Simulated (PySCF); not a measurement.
**TiO: bond curves at several levels of theory**

An exercise on one series of results from a longer session: the logs are not shown, and one member is left open.

Method: Ti def2-TZVPPD, O def2-TZVPPD, no relativity; program: PySCF 2.14.0.

The first run:

The job is set up so:

- atoms: Ti, O
- charge: 0
- basis: Ti def2-TZVPPD, O def2-TZVPPD
- Hamiltonian: no relativity
- basis functions: 107
- electrons treated: 30
- masses in u: 47.9479, 15.9949
- levels: PBE0, PBE, r²SCAN, TPSSh, B3LYP, TPSS, B97-3, B2PLYP, ωB97X, HF, MP2, SCS-MP2, CCSD, CCSD(T)
- grid: 80 radial by 434 angular points
- occupations: held fixed by the projection of orbital angular momentum
- dissociation limit: Ti + O, each in its ground configuration
- starting distance in angstrom: 1.865
- values of 2S to try: 0, 2, 4, 6

On the command line:

```sh
$ OMP_NUM_THREADS=2 python dia.py task.json out
```

Steps of the session up to this table: Input; First curve: PBE0; Higher solutions at PBE0; PBE; r²SCAN (meta-GGA); TPSSh (hybrid meta-GGA); B3LYP; TPSS; B97-3; B2PLYP (double hybrid); ωB97X; ROHF (mean field); MP2 and coupled cluster.

One of the session's tables, all rows but one given; the rest of the session is left out.

Energy (eV) from each level's lowest point:

```
R (Å)   ROHF  ROHF-MP2  ROHF-SCS-MP2  ROHF-CCSD  ROHF-CCSD(T)
1.377  1.812     1.996         2.018        n/a           n/a
1.441  0.829     0.939         0.957      0.902         1.061
1.505  0.261     0.322         0.334      0.303         0.402
1.553      ?         ?             ?          ?             ?
1.601  0.000     0.000         0.000      0.000         0.004
1.649  0.070     0.035         0.030      0.046         0.000
1.713  0.318     0.223         0.213      0.254         0.136
1.793  0.807     0.614         0.601      0.681         0.464
1.889  1.567     1.217         1.206      1.342         0.996
2.017  2.712     2.127         2.115        n/a           n/a
```

Q: Estimate the row for R (Å) = 1.553 from the others.

Worked estimate for «ROHF». A straight line through the neighbours (1.505, 0.261) and (1.601, 0.000) gives 0.261 + (0.000 − 0.261) × (1.553 − 1.505) / (1.601 − 1.505) = 0.131; a parabola fitted to 4 rows on both sides gives 0.049.

The run gave: ROHF: 0.054; ROHF-MP2: 0.085; ROHF-SCS-MP2: 0.091; ROHF-CCSD: 0.076; ROHF-CCSD(T): 0.128. In «ROHF» the line misses by +0.077 and the parabola by -0.005.

To keep in mind: Lowest PBE0 solution found, without spin–orbit coupling: ³Δ (triplet), unpaired electrons σ ↑, δ ↑. The state is the lowest single determinant that the PBE0 search found; with open d or f shells the true ground state can be another one.
